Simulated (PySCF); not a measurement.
# C4H9Cl2Ga (GaCl2(tBu)): the cost of one run

Programs: PySCF 2.14.0, with routines of our own; each step states its level. All values are computed. Atoms count from 0.

## (1) The system as given

16 atoms, charge 0, multiplicity 1; geometry from: GFN2-xTB.

## (2) Magnetic properties: GIAO BP86/def2-SVP

Job settings and geometry (Å):

```
{"job": {"kind": "mag", "xc": "BP86", "basis": "def2-SVP"}, "charge": 0, "multiplicity": 1}
Ga     1.014350     1.725900     0.000980
Cl     3.127970     1.855930     0.064350
Cl     0.017210     3.597450    -0.026530
C     -0.055260    -0.109670    -0.004150
C     -0.843750    -0.201670     1.298570
C      0.964120    -1.235220    -0.113050
C     -1.007610    -0.099450    -1.194960
H     -1.448840    -1.109900     1.307530
H     -0.170900    -0.225740     2.157790
H     -1.512070     0.655420     1.403000
H      1.667190    -1.201300     0.721220
H      1.532750    -1.153250    -1.041120
H      0.460970    -2.203210    -0.100570
H     -0.452990    -0.061480    -2.134470
H     -1.670420     0.767000    -1.147300
H     -1.622710    -1.000800    -1.191290
```

With the program's defaults for keys left out, this is: GIAO BP86/def2-SVP magnetisability, rotational g tensor and spin-rotation constants, non-relativistic, gas phase.

Launch:

```console
$ OMP_NUM_THREADS=1 python excited_run.py task.json out
```

The driver reads the jobs from task.json and runs them one after another.

Q: Estimate the wall time and peak memory of this first job on 1 thread of Intel Xeon Platinum 8259CL at 2.50GHz, shared host.

About 67 s, with a peak of 0.68 GiB.
